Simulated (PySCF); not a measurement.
# C₃H₈N₂OSi: magnetic properties

What do calculations give for the magnetic properties of C₃H₈N₂OSi (`N[Si@H]1NCCC1=O`)?

Computed with PySCF 2.14.0 and routines of our own; the level stands in each step. Atoms count from 0.

### 1 The starting structure

15 atoms, charge 0, multiplicity 1; geometry from: GFN2-xTB.

### 2 Magnetic properties: GIAO HF/pcSseg-1

The job: settings as JSON, then the geometry in Å.

```
{"job": {"kind": "mag", "xc": "HF", "basis": "pcSseg-1", "isotopologues": 2}, "charge": 0, "multiplicity": 1}
N      2.424435    -0.185585    -0.011748
Si     0.882739    -0.302192    -0.772742
N     -0.188323    -1.214038     0.209579
C     -1.460709    -0.577199     0.486307
C     -1.214793     0.927367     0.544261
C     -0.138416     1.281680    -0.458046
O     -0.008058     2.382604    -0.936735
H      3.018747    -0.999382    -0.008198
H      2.976965     0.634344    -0.204700
H      0.892604    -0.674917    -2.195737
H     -0.211013    -2.217365     0.270804
H     -2.201154    -0.800718    -0.295354
H     -1.859019    -0.945218     1.437543
H     -2.123886     1.509593     0.394157
H     -0.794532     1.189014     1.518696
```

Level: GIAO HF/pcSseg-1 magnetisability, rotational g tensor and spin-rotation constants, non-relativistic, gas phase.

Run with:

```sh
OMP_NUM_THREADS=1 python excited_run.py task.json out
```

The driver reads the jobs from task.json and runs them one after another.

Log:

```text
final grid: 121720 points
cycle   1  E = -590.7591823731  dE =  1.548e+00  |g| = 7.920e-01  |ddm| = 3.501e+00
cycle   2  E = -590.8536519074  dE = -9.447e-02  |g| = 6.194e-01  |ddm| = 9.504e-01
cycle   3  E = -590.9222523354  dE = -6.860e-02  |g| = 8.466e-02  |ddm| = 4.705e-01
cycle   4  E = -590.9251944513  dE = -2.942e-03  |g| = 2.794e-02  |ddm| = 1.308e-01
cycle   5  E = -590.9254936670  dE = -2.992e-04  |g| = 1.035e-02  |ddm| = 4.737e-02
cycle   6  E = -590.9255566455  dE = -6.298e-05  |g| = 5.054e-03  |ddm| = 2.220e-02
cycle   7  E = -590.9255728425  dE = -1.620e-05  |g| = 1.594e-03  |ddm| = 1.318e-02
cycle   8  E = -590.9255743170  dE = -1.474e-06  |g| = 4.633e-04  |ddm| = 3.288e-03
cycle   9  E = -590.9255744505  dE = -1.335e-07  |g| = 1.196e-04  |ddm| = 9.520e-04
cycle  10  E = -590.9255744628  dE = -1.238e-08  |g| = 4.879e-05  |ddm| = 3.210e-04
cycle  11  E = -590.9255744650  dE = -2.197e-09  |g| = 2.759e-05  |ddm| = 1.045e-04
cycle  12  E = -590.9255744661  dE = -1.048e-09  |g| = 1.720e-05  |ddm| = 7.481e-05
cycle  13  E = -590.9255744666  dE = -5.386e-10  |g| = 7.728e-06  |ddm| = 6.958e-05
converged SCF energy = -590.9255744666

Magnetisability tensor (1e-30 J/T^2)
    -1166.94       14.49      -69.74
       14.49     -855.56     -108.72
      -69.74     -108.72    -1081.47
isotropic -1034.66   principal values   -1211.56  -1085.15   -807.27
isotropic susceptibility -62.309 1e-6 cm^3/mol

Inertial axes            a          b          c
rot. const./GHz      2.7907     2.3090     1.4456
chi total           -67.154    -50.066    -69.706
chi diamagnetic    -529.830   -633.071   -926.808
chi paramagnetic    462.676    583.005    857.102
quadrupole/D A        9.663     -5.456     -4.207
g nuclear            0.5729     0.5957     0.5719
g electronic        -0.6066    -0.6324    -0.5821
g total             -0.0337    -0.0368    -0.0102

Spin-rotation constants (kHz, H = +C I.J)
atom  isotope        aa         bb         cc
  0    14N        0.100      0.056      0.049
  2    14N        0.129      0.081      0.055
  7     1H       -0.040     -0.232     -0.182
  8     1H       -0.293     -0.036     -0.172
  9     1H       -0.214     -0.228      0.047
 10     1H       -0.290      0.008     -0.187
 11     1H       -0.259     -0.180      0.011
 12     1H       -0.281     -0.021     -0.072
 13     1H        0.112     -0.264     -0.166
 14     1H       -0.306     -0.278      0.059
  1   29Si*      -1.585     -1.127     -0.732
  3    13C*       0.374      0.420      0.237
  4    13C*       0.440      0.417      0.249
  5    13C*       1.500      1.517      0.391
  6    17O*      -1.956     -3.255     -0.139
* in the singly substituted isotopologue

Isotopologues: g along a, b, c
2H    at 7,8,9,10,11,12    -0.0301    -0.0309    -0.0091
15N   at 0                 -0.0335    -0.0360    -0.0101
```

It took 12 s on 1 thread of Arm Neoverse V1, shared host; peak memory 0.8 GiB.

Key values:

```csv
quantity,value
magnetisability,-1035·10⁻³⁰ J/T²
molar susceptibility,-62.3·10⁻⁶ cm³/mol
"rotational g (a, b, c)","-0.0337, -0.0368, -0.0102"
```

### 3 Magnetic properties: GIAO KT2/pcseg-1

The job, as its differences from that of step 2:

```diff
@@ -1,2 +1,2 @@
-{"job": {"kind": "mag", "xc": "HF", "basis": "pcSseg-1", "isotopologues": 2}, "charge": 0, "multiplicity": 1}
+{"job": {"kind": "mag", "xc": "KT2", "basis": "pcseg-1"}, "charge": 0, "multiplicity": 1}
 N      2.424435    -0.185585    -0.011748
```

With the program's defaults for keys left out, this is: GIAO KT2/pcseg-1 magnetisability, rotational g tensor and spin-rotation constants, non-relativistic, gas phase.

Log:

```text
coarse grid: 13056 points
cycle   1  E = -600.5288598656  dE =  9.672e-01  |g| = 9.412e-01  |ddm| = 4.057e+00
cycle   2  E = -599.5052256715  dE =  1.024e+00  |g| = 2.282e+00  |ddm| = 3.994e+00
cycle   3  E = -600.6819114115  dE = -1.177e+00  |g| = 4.065e-01  |ddm| = 3.425e+00
cycle   4  E = -600.7156176146  dE = -3.371e-02  |g| = 1.657e-01  |ddm| = 5.916e-01
cycle   5  E = -600.7211508199  dE = -5.533e-03  |g| = 4.596e-02  |ddm| = 2.152e-01
cycle   6  E = -600.7216876663  dE = -5.368e-04  |g| = 1.370e-02  |ddm| = 6.742e-02
cycle   7  E = -600.7217313465  dE = -4.368e-05  |g| = 4.426e-03  |ddm| = 2.056e-02
cycle   8  E = -600.7217358674  dE = -4.521e-06  |g| = 1.261e-03  |ddm| = 6.094e-03
final grid: 121720 points
cycle   9  E = -600.7606136203  dE = -1.138e-04  |g| = 1.760e-02  |ddm| = 5.518e-02
cycle  10  E = -600.7604821576  dE =  1.315e-04  |g| = 2.900e-02  |ddm| = 5.313e-02
cycle  11  E = -600.7606879277  dE = -2.058e-04  |g| = 3.141e-03  |ddm| = 3.494e-02
cycle  12  E = -600.7606900990  dE = -2.171e-06  |g| = 9.283e-04  |ddm| = 4.482e-03
cycle  13  E = -600.7606902681  dE = -1.690e-07  |g| = 3.989e-04  |ddm| = 1.198e-03
cycle  14  E = -600.7606903025  dE = -3.439e-08  |g| = 6.348e-05  |ddm| = 4.274e-04
cycle  15  E = -600.7606903032  dE = -7.688e-10  |g| = 2.807e-05  |ddm| = 9.625e-05
converged SCF energy = -600.7606903032

Magnetisability tensor (1e-30 J/T^2)
    -1122.44       20.63      -56.23
       20.63     -803.82      -96.45
      -56.23      -96.45    -1027.71
isotropic -984.66   principal values   -1150.30  -1039.98   -763.70
isotropic susceptibility -59.297 1e-6 cm^3/mol

Inertial axes            a          b          c
rot. const./GHz      2.7907     2.3090     1.4456
chi total           -64.782    -47.403    -65.707
chi diamagnetic    -527.141   -632.183   -924.566
chi paramagnetic    462.359    584.780    858.859
quadrupole/D A        8.390     -3.669     -4.721
g nuclear            0.5729     0.5957     0.5719
g electronic        -0.6062    -0.6343    -0.5833
g total             -0.0333    -0.0387    -0.0114

Spin-rotation constants (kHz, H = +C I.J)
atom  isotope        aa         bb         cc
  0    14N        0.115      0.065      0.052
  2    14N        0.160      0.120      0.065
  7     1H       -0.030     -0.227     -0.185
  8     1H       -0.293     -0.017     -0.179
  9     1H       -0.194     -0.207      0.055
 10     1H       -0.282      0.035     -0.184
 11     1H       -0.252     -0.166      0.023
 12     1H       -0.277     -0.008     -0.067
 13     1H        0.126     -0.250     -0.175
 14     1H       -0.313     -0.262      0.067
  1   29Si*      -1.814     -1.296     -0.830
  3    13C*       0.377      0.458      0.255
  4    13C*       0.463      0.423      0.258
  5    13C*       1.351      1.371      0.420
  6    17O*      -1.672     -2.744     -0.157
* in the singly substituted isotopologue
```

It took 26 s on 1 thread of Arm Neoverse V1, shared host; peak memory 0.47 GiB.

From this job:

```csv
quantity,value
magnetisability,-985·10⁻³⁰ J/T²
molar susceptibility,-59.3·10⁻⁶ cm³/mol
"rotational g (a, b, c)","-0.0333, -0.0387, -0.0114"
```

### 4 The levels compared

```csv
level,ξ (10⁻³⁰ J/T²),g(a),g(b),gap (eV),functions,time
GIAO HF/pcSseg-1,-1035,-0.0337,-0.0368,13.06,166,12 s
GIAO KT2/pcseg-1,-985,-0.0333,-0.0387,3.10,142,26 s
```

### 5 Summary of results

```
                                         quantity                      value
       magnetisability (step 2, GIAO HF/pcSseg-1)           -1035·10⁻³⁰ J/T²
  molar susceptibility (step 2, GIAO HF/pcSseg-1)         -62.3·10⁻⁶ cm³/mol
rotational g (a, b, c) (step 2, GIAO HF/pcSseg-1)  -0.0337, -0.0368, -0.0102
                  magnetisability over the levels   -1035 to -985·10⁻³⁰ J/T²
```

In words: The magnetisability spreads by 5.0 % over 2 levels, from GIAO HF/pcSseg-1 (12 s) to GIAO KT2/pcseg-1 (26 s); the runs took 12 s to 26 s. Two levels can agree by chance, so this spread shows no convergence. Vibrational averaging and real surroundings are missing from these values.
